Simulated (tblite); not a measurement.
# C3H12OSi3: the cost of one run

Programs: tblite 0.8.0 and PySCF 2.14.0, with density-fitted response routines of our own. Each step states its level of theory. These are calculated values for one molecule in the gas phase, unless marked as measured. Atoms are numbered from 0 throughout.

## Step 1: The starting structure

19 atoms, charge 0, multiplicity 1; geometry from: force field or distance geometry start.

Bonds of the start (Å): C0–C1 1.32, C1–C2 1.52, C2–Si3 1.85, Si3–Si4 2.21, Si4–O5 1.71, O5–Si6 1.72, C0–H7 1.08, C0–H8 1.09, C1–H9 1.10, C2–H10 1.10, C2–H11 1.13, Si3–H12 1.50, Si3–H13 1.48, Si4–H14 1.47, Si4–H15 1.47, Si6–H16 1.47, Si6–H17 1.47, Si6–H18 1.49.

## Step 2: Optimising the geometry with GFN2-xTB

What the job is given:

```
{"job": {"kind": "relax", "xc": "GFN2-xTB", "basis": "xTB"}, "charge": 0, "multiplicity": 1}
C     -3.783700     0.518900    -0.043200
C     -2.497300     0.496900    -0.325800
C     -1.762400    -0.817300    -0.516000
Si    -0.421900    -0.940500     0.747900
Si     1.589200    -0.552100    -0.091700
O      2.777000    -0.310900     1.117700
Si     3.851800     0.892800     0.510400
H     -4.405600    -0.353600     0.056700
H     -4.268100     1.482700     0.098200
H     -1.923700     1.430400    -0.394200
H     -1.411100    -0.838400    -1.554500
H     -2.559700    -1.588700    -0.318700
H     -0.494200    -2.322100     1.331700
H     -0.721900     0.003000     1.843900
H      2.059000    -1.614200    -0.994400
H      1.517200     0.708600    -0.847400
H      3.600400     1.108500    -0.924100
H      5.260100     0.538900     0.729300
H      3.585000     2.166300     1.246400
```

The run is started by

```console
OMP_NUM_THREADS=1 python probes_run.py task.json out
```

This one command runs all jobs of the session in turn.

**Question.** How long does this first job take on 1 thread of Arm Neoverse N1, shared host?

About 2.6 s.
